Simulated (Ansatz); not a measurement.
# GeHCl: basis-set convergence

An exercise on one series of results from a longer session: the logs are not shown, and one member is left open.

The runs use Ansatz 0.2.0, Gaussian basis; one geometry, several basis sets.

Plan: PBE0-D4/def2-SVP; ωB97M-V/def2-SVP; PBE0-D4/def2-QZVPP; ωB97M-V/def2-QZVPP; the functionals' def2-TZVPP values are taken from earlier runs.

### Structure used throughout

The geometry comes from an earlier relaxation with PBE0-D4 in a triple-zeta def2 set; it is a stationary point.

SMILES `[Cl][GeH]`, 3 atoms, charge 0, spin multiplicity 1.

Atoms are counted from 1 here; the program's logs count them from 0.

Bond lengths: Cl1–Ge2 2.183 Å, Ge2–H3 1.600 Å. Angles: Cl1–Ge2–H3 93.7°.

The first run:

The input, in.yaml:

```yaml
crystal:
  periodic: [false, false, false]
  atoms:
    - {symbol: Cl, position_ang: [1.196953, -0.889615, 0.550568]}
    - {symbol: Ge, position_ang: [-0.690993, -0.371669, -0.415190]}
    - {symbol: H, position_ang: [-0.516860, 1.196584, -0.148678]}
basis:
  gaussian: {orbitals: def2-SVP}
hamiltonian: {xc: pbe0, dispersion: d4}
output: {orbitals: {seedname: orbitals}}
```

Started as:

```bash
> ansatz run in.yaml --threads 4 --pin off --events-out ev --progress --plain --max-ram 10444MiB
```

Steps of the session up to this table: PBE0-D4 in def2-SVP; ωB97M-V in def2-SVP; PBE0-D4 in def2-QZVPP; ωB97M-V in def2-QZVPP.

One table of the session follows, with a row left open; its other results are not shown here.

It belongs to the step «Density functionals: the series». 

| functional | basis | HOMO (eV) | LUMO (eV) |
| --- | --- | --- | --- |
| PBE0-D4 | def2-SVP | ? | ? |
| PBE0-D4 | def2-TZVPP | -7.16 | -3.05 |
| PBE0-D4 | def2-QZVPP | -7.20 | -3.09 |
| ωB97M-V | def2-SVP | -9.13 | -0.95 |
| ωB97M-V | def2-TZVPP | -9.27 | -1.06 |
| ωB97M-V | def2-QZVPP | -9.32 | -1.16 |

Q: Estimate the row for PBE0-D4, def2-SVP from the others.

The run gave: HOMO (eV): -7.06; LUMO (eV): -2.98. In the column «HOMO (eV)» it is the highest.
